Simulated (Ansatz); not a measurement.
# C2H6Cl2GaN: basis-set convergence

An exercise on one series of results from a longer session: the logs are not shown, and one member is left open.

The runs use Ansatz 0.2.0, Gaussian basis; one geometry, several basis sets.

The runs, in order: PBE0-D4/def2-SVP; ωB97M-V/def2-SVP; PBE0-D4/def2-QZVPP; ωB97M-V/def2-QZVPP; the functionals' def2-TZVPP values are taken from earlier runs.

### The geometry

An earlier PBE0-D4 in a triple-zeta def2 set relaxation fixed the geometry.

12 atoms, charge 0, spin multiplicity 1.

Atoms are counted from 1 here; the program's logs count them from 0.

Bond lengths: C1–N2 1.442 Å, C1–H7 1.098 Å, C1–H8 1.098 Å, C1–H9 1.091 Å, N2–C3 1.442 Å, N2–Ga4 1.797 Å, C3–H10 1.091 Å, C3–H11 1.098 Å, C3–H12 1.098 Å, Ga4–Cl5 2.127 Å, Ga4–Cl6 2.127 Å. Angles: N2–C1–H7 111.2°, N2–C1–H8 111.2°, N2–C1–H9 110.9°, H7–C1–H8 107.5°, H7–C1–H9 108.0°, H8–C1–H9 108.0°, C1–N2–C3 114.3°, C1–N2–Ga4 122.9°, C3–N2–Ga4 122.9°, N2–C3–H10 110.9°, N2–C3–H11 111.2°, N2–C3–H12 111.2°, H10–C3–H11 108.0°, H10–C3–H12 108.0°, H11–C3–H12 107.5°, N2–Ga4–Cl5 120.5°, N2–Ga4–Cl6 120.5°, Cl5–Ga4–Cl6 118.9°.

Geometry (Å):

```xyz
12

C    -0.5041   -0.5706    1.2243
N    -0.0003    0.0003   -0.0003
C     0.9826   -0.8128   -0.6725
Ga   -0.5497    1.5894   -0.6340
Cl    0.2441    2.3622   -2.4498
Cl   -2.0049    2.7286    0.4192
H     0.3051   -0.7326    1.9491
H    -0.9841   -1.5415    1.0415
H    -1.2420    0.0878    1.6855
H     1.3249   -0.3304   -1.5894
H     0.5694   -1.7947   -0.9403
H     1.8590   -0.9858   -0.0333
```

Set-up of the first run:

in.yaml reads:

```yaml
crystal:
  periodic: [false, false, false]
  atoms:
    - {symbol: C, position_ang: [-0.504137, -0.570583, 1.224274]}
    - {symbol: N, position_ang: [-0.000337, 0.000302, -0.000274]}
    - {symbol: C, position_ang: [0.982628, -0.812844, -0.672470]}
    - {symbol: Ga, position_ang: [-0.549730, 1.589408, -0.633976]}
    - {symbol: Cl, position_ang: [0.244090, 2.362250, -2.449839]}
    - {symbol: Cl, position_ang: [-2.004933, 2.728647, 0.419212]}
    - {symbol: H, position_ang: [0.305117, -0.732589, 1.949104]}
    - {symbol: H, position_ang: [-0.984057, -1.541549, 1.041480]}
    - {symbol: H, position_ang: [-1.242007, 0.087825, 1.685483]}
    - {symbol: H, position_ang: [1.324931, -0.330413, -1.589392]}
    - {symbol: H, position_ang: [0.569414, -1.794689, -0.940328]}
    - {symbol: H, position_ang: [1.859012, -0.985754, -0.033273]}
basis:
  gaussian: {orbitals: def2-SVP}
hamiltonian: {xc: pbe0, dispersion: d4}
output: {orbitals: {seedname: orbitals}}
```

Launch:

```sh
ansatz run in.yaml --threads 4 --pin off --events-out ev --progress --plain --max-ram 11315MiB
```

Among the steps run: PBE0-D4 in def2-SVP; ωB97M-V in def2-SVP; PBE0-D4 in def2-QZVPP; ωB97M-V in def2-QZVPP.

One of the session's tables, all rows but one given; the rest of the session is left out.

It belongs to the step «Functionals by basis». 

| functional | basis | HOMO (eV) |
| --- | --- | --- |
| PBE0-D4 | def2-SVP | -6.77 |
| PBE0-D4 | def2-TZVPP | -6.87 |
| PBE0-D4 | def2-QZVPP | -6.90 |
| ωB97M-V | def2-SVP | -9.02 |
| ωB97M-V | def2-TZVPP | -9.14 |
| ωB97M-V | def2-QZVPP | ? |

Estimate the missing values for ωB97M-V, def2-QZVPP.

The run gave: HOMO (eV): -9.18. In the column «HOMO (eV)» it is the lowest.
